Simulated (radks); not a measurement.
**Taking charge from the 1s level of Mn in fractions**

The task here is to estimate one member of a computed series from the others.

Method: scalar-relativistic Kohn-Sham, PBE, spin-polarised, spherical densities, finite nucleus; open shells are filled with parallel spins first. Code: radks (a radial shooting solver on a logarithmic mesh, Libxc functionals) version 1.

## What is computed

* element: manganese (Z = 25)
* charge: 0
* electrons: 25
* configuration: 1s(up 1, down 1) 2s2 2p6 3s2 3p6 3d5 4s2
* nuclear rms radius: 3.7057 fm

A shell typed twice in an input gives spin up, then spin down.

The first run:

Input:

```text
Z 25
configuration 1s1 1s1 2s2 2p6 3s2 3p6 3d5 4s2
relativity scalar-relativistic
functional pbe,pbe
spin polarised
nucleus finite rms 3.7057 fm
c 137.035999084
```

Steps of the session up to this table: Start: 1s(up 1, down 1) 2s2 2p6 3s2 3p6 3d5 4s2.

One table of the session follows, with a row left open; its other results are not shown here.

It belongs to the step «Start: 1s(up 1, down 1) 2s2 2p6 3s2 3p6 3d5 4s2». Sizes of the orbitals, from the radial functions (bohr):

```
  level     <r>  outermost maximum (interpolated)  90 % within  nodes
  3s up  0.8513                             0.736         1.28      2
3s down  0.8544                             0.737         1.28      2
  3p up  0.9034                             0.752         1.39      1
3p down       ?                                 ?            ?      ?
  3d up   1.191                             0.760         2.08      0
  4s up   3.012                              2.45         4.59      3
4s down   3.284                              2.66         5.04      3
3d down   1.368                             0.773         2.53      0
```

**Question.** Estimate the row for 3p down.

**Answer.** <r>: 0.9100; outermost maximum (interpolated): 0.753; 90 % within: 1.41; nodes: 1. In the column «<r>» it lies between 3p up (0.9034) and 3d up (1.191).
